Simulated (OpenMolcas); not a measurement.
# Ti²⁺: CASSCF and CASPT2 terms and fine-structure levels

Which level of Ti²⁺ lies lowest, and where do the others fall? The reference wave functions come first, then spin-orbit coupling, then second-order correlation.

The numbers are computed with OpenMolcas 26.06 (state-averaged CASSCF and CASPT2, spin-orbit coupling by RASSI with atomic mean-field integrals), except any that are marked as measured or tabulated.

## 1. The system

- Species: Ti²⁺ (titanium, Z = 22, 20 electrons)
- Basis: ANO-R2 [6s5p4d2f1g], 64 functions
- Scalar Hamiltonian: X2C, finite nucleus
- Inactive shells: 1s 2s 2p 3s 3p
- Active space: 2 electrons in 6 orbitals (3d 4s)
- Some configurations of this space: 4s², 3d 4s, 3d²
- Orbitals: optimised for the ground-state spin in each parity, averaged over the low roots

Outer shells as boxes (Hund's rule):

4s2
```
4s [↑↓]
```

3d 4s
```
3d [↑ ][  ][  ][  ][  ]
4s [↑ ]
```

3d2
```
3d [↑ ][↑ ][  ][  ][  ]
```

The work runs as a chain of OpenMolcas steps in one folder; each step below is one input file. Labels, J, g values, rates, χT and fits are worked out afterwards by a script from the matrices that RASSI stores.

## 2. Basis and integrals

a.inp

```
&GATEWAY
Coord
1

Ti 0.0 0.0 0.0
Basis=ANO-R2
Group=XYZ
NoMove
AngMom=0.0 0.0 0.0
AMFI
&SEWARD
```

## 3. CASSCF: triplets of even parity, 15 roots

a.inp

```
&RASSCF
FileOrb=start.orb
Symmetry=1
Spin=3
nActEl=2 0 0
Inactive=3 6
Ras2=6 0
CIRoot=15 15 1
SDav=15
CIMx=300
Iter=120 100
PrWF=0.3
OrbListing=Nothing
MaxOrb=0
Atom
>>> COPY $Project.JobIph JOB001
```

start.orb holds the contracted functions of the basis, ordered by shell, or the orbitals of the step before.

## 4. CASSCF: singlets of even parity, 21 roots

a.inp

```
&RASSCF
FileOrb=start.orb
Symmetry=1
Spin=1
nActEl=2 0 0
Inactive=3 6
Ras2=6 0
CIRoot=21 21 1
SDav=21
CIMx=300
Iter=120 100
PrWF=0.3
OrbListing=Nothing
MaxOrb=0
Atom
CIOnly
>>> COPY $Project.JobIph JOB002
```

## 5. RASSI: spin-orbit coupling between the states

a.inp

```
&RASSI
NrOfJobIphs=2 15 20
1 2 3 4 5 6 7 8 9 10 11 12 13 14 15
1 2 3 4 5 6 7 8 9 10 11 12 13 14 15 16 17 18 19 20
IphNames
JOB001
JOB002
EJob
SpinOrbit
DIPRint=1.0
SOCoupling=1000.0
Subsets=2
MEES
Property=10
'ANGMOM' 1 'ANGMOM' 2 'ANGMOM' 3 'MLTPL  1' 1 'MLTPL  1' 2 'MLTPL  1' 3
'AMFI' 1 'AMFI' 2 'AMFI' 3 'MLTPL  2' 6
SOProperty=3
'ANGMOM' 1 'ANGMOM' 2 'ANGMOM' 3
```

## 6. CASPT2: IPEA 0.25, imaginary shift 0.1 (closed shells correlated: 3s 3p)

a.inp

```
>>> COPY JOB001 $Project.JobIph
&CASPT2
Multistate=15 1 2 3 4 5 6 7 8 9 10 11 12 13 14 15
Frozen=2 3
IPEA=0.25
Imaginary=0.1
MaxIter=60
WThr=0.0 0.3 0.05
PrWF=0.5
NoMix
>>> COPY JOB002 $Project.JobIph
&CASPT2
Multistate=20 1 2 3 4 5 6 7 8 9 10 11 12 13 14 15 16 17 18 19 20
Frozen=2 3
IPEA=0.25
Imaginary=0.1
MaxIter=60
WThr=0.0 0.3 0.05
PrWF=0.5
NoMix
```

(Steps that only read results are left out.)

Q: Predict the outcome of this session. Wanted: lowest level; first excited level; lowest level of another term; spin-orbit lowering of the lowest level; strongest of the lines computed, by gA.

The runs gave:

```
                                                                                   quantity                                                                        value
                                                                                     method  SS-CASPT2, IPEA 0.25, imaginary shift 0.1 (closed shells correlated: 3s 3p)
                                                                               lowest level                                       3d² ³F₂, 100 % of that term, g = 0.666
                                                                ground level listed by NIST                                                                          3F2
                                                                        first excited level                                                         3d² ³F₃ at 0.0238 eV
                                                               lowest level of another term                                                          3d² ¹D₂ at 1.007 eV
                                                    spin-orbit lowering of the lowest level                                                                    0.0315 eV
strongest of the lines computed, by gA (one parity, so forbidden lines), at CASSCF energies                              3d 4s ³D₃ → 3d² ³F₄, 256.4 nm, A = 4.73e+01 s⁻¹
```

What each method costs and misses:

| method | time of its own steps | time with the reference | mean absolute difference from the measured levels (cm-1) |
| --- | --- | --- | --- |
| A. CASSCF | 10 s | 10 s | 2900 |
| B. SS-CASPT2, IPEA 0.25, imaginary shift 0.1, +3s 3p | 9.8 s | 20 s | 260 |

Times are of one thread on a shared host.

**Reading.** The multiplet ³F is regular; its intervals divided by the larger J differ by 3 % of their mean, where Landé's rule for pure LS coupling makes them equal. Second-order correlation (method B) scales the levels of the lowest configuration above 5000 cm⁻¹ by 0.72 to 0.81. Method B lies closest to the measured levels (260 cm⁻¹ on average) and A farthest (2900). Only the configurations of the active space and the roots asked for are present. The singlets rest on orbitals optimised for another spin in at least one step, which raises them against the optimised states. Not all states of the active space went into the spin-orbit step. CASPT2 does not keep the components of a term degenerate, and the means are used. Configurations with different d counts are hard to place against each other, and can be off by thousands to tens of thousands of cm-1. Levels of other configurations are missing from the list.
